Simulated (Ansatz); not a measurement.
# C₃H₁₀Si₂: a ladder of functionals and wavefunction methods

Aim: compute C₃H₁₀Si₂ with functionals from several rungs and with coupled cluster. The yardstick is the atomisation energy at the CCSD(T) limit.

Computed with Ansatz 0.2.0, Gaussian basis. Level: functionals in def2-TZVPP, the program's frozen cores in correlated methods.

Levels to be run: PBE-D4, r2SCAN-D4, PBE0-D4, B3LYP-D4, ωB97X-V, ωB97M-V, B2PLYP; CCSD(T)/def2-TZVPP; MP2/def2-QZVPP; extrapolation to the limit.

## 1. Structure used throughout

The geometry comes from an earlier relaxation with PBE0-D4 in a triple-zeta def2 set; it is a stationary point, not always the lowest conformer.

SMILES `C/C=C/[SiH2][SiH3]`, 15 atoms, charge 0, spin multiplicity 1.

Atoms are counted from 1 here; the program's logs count them from 0.

Bond lengths: C1–C2 1.489 Å, C1–H6 1.095 Å, C1–H7 1.095 Å, C1–H8 1.091 Å, C2–C3 1.333 Å, C2–H9 1.090 Å, C3–Si4 1.856 Å, C3–H10 1.091 Å, Si4–Si5 2.343 Å, Si4–H11 1.490 Å, Si4–H12 1.491 Å, Si5–H13 1.489 Å, Si5–H14 1.489 Å, Si5–H15 1.490 Å. Angles: C2–C1–H6 110.8°, C2–C1–H7 110.7°, C2–C1–H8 111.6°, H6–C1–H7 106.5°, H6–C1–H8 108.5°, H7–C1–H8 108.5°, C1–C2–C3 125.6°, C1–C2–H9 115.5°, C3–C2–H9 118.9°, C2–C3–Si4 123.4°, C2–C3–H10 117.8°, Si4–C3–H10 118.7°, C3–Si4–Si5 110.9°, C3–Si4–H11 108.9°, C3–Si4–H12 111.0°, Si5–Si4–H11 109.5°, Si5–Si4–H12 108.0°, H11–Si4–H12 108.4° and more.

## 2. PBE-D4 (GGA)

The input, in.yaml:

```yaml
crystal:
  periodic: [false, false, false]
  atoms:
    - {symbol: C, position_ang: [-2.107790, 1.493192, 1.218169]}
    - {symbol: C, position_ang: [-1.351142, 0.755585, 0.168833]}
    - {symbol: C, position_ang: [-0.551242, -0.290028, 0.379952]}
    - {symbol: Si, position_ang: [0.394024, -1.142903, -0.970324]}
    - {symbol: Si, position_ang: [2.702442, -0.863443, -0.681940]}
    - {symbol: H, position_ang: [-3.182513, 1.470203, 1.010916]}
    - {symbol: H, position_ang: [-1.817761, 2.548852, 1.235741]}
    - {symbol: H, position_ang: [-1.936477, 1.070690, 2.209620]}
    - {symbol: H, position_ang: [-1.481321, 1.121878, -0.849737]}
    - {symbol: H, position_ang: [-0.432366, -0.641292, 1.405532]}
    - {symbol: H, position_ang: [-0.017356, -0.569716, -2.282931]}
    - {symbol: H, position_ang: [0.103685, -2.605744, -0.982544]}
    - {symbol: H, position_ang: [3.067208, 0.577226, -0.769252]}
    - {symbol: H, position_ang: [3.469289, -1.607738, -1.718925]}
    - {symbol: H, position_ang: [3.119522, -1.367459, 0.656291]}
basis:
  gaussian: {orbitals: def2-TZVPP}
hamiltonian: {xc: pbe, dispersion: d4}
output: {forces: true, orbitals: {seedname: orbitals}}
```

On the command line:

```bash
$ ansatz run in.yaml --threads 4 --pin off --events-out ev --progress --plain --max-ram 10444MiB
```

Further steps of the session: r2SCAN-D4 (meta-GGA); PBE0-D4 (hybrid); B3LYP-D4 (hybrid); ωB97X-V (range-separated); ωB97M-V (range-separated); B2PLYP (double hybrid); CCSD(T) in def2-TZVPP; MP2 in def2-QZVPP.

**Question.** What will the summary of the whole plan be? Wanted: atomisation energy, CCSD(T)/CBS; farthest; mean size of error, hybrid; mean size of error, range-separated; gap, smallest and largest; T1 diagnostic; triples share of the correlation energy.

As calculated:

| quantity | value |
| --- | --- |
| atomisation energy, CCSD(T)/CBS | 5365.9 kJ/mol |
| functionals within 26.8 kJ/mol (0.5 %) | r2SCAN-D4, PBE0-D4, B3LYP-D4, ωB97X-V, ωB97M-V |
| farthest | B2PLYP (-58.6 kJ/mol) |
| mean size of error, hybrid | 5.2 kJ/mol |
| mean size of error, range-separated | 14.1 kJ/mol |
| gap, smallest and largest | 4.89 eV (PBE-D4), 11.29 eV (ωB97X-V) |
| T1 diagnostic | 0.0120 |
| triples share of the correlation energy | 3.9 % |

What this shows: PBE-D4 is off by +43.2 kJ/mol. Double hybrids carry the basis error of their MP2 part in triple zeta, and no dispersion term here, so their miss is partly the set-up's. Misses under about 26.8 kJ/mol are within the doubt on the reference itself, which lacks core-valence correlation, relativity and higher excitations. Hartree-Fock recovers 76 % of the binding; the rest is correlation. The gap grows from 4.9 to 11.3 eV across the functionals, mostly with the share of exact exchange.
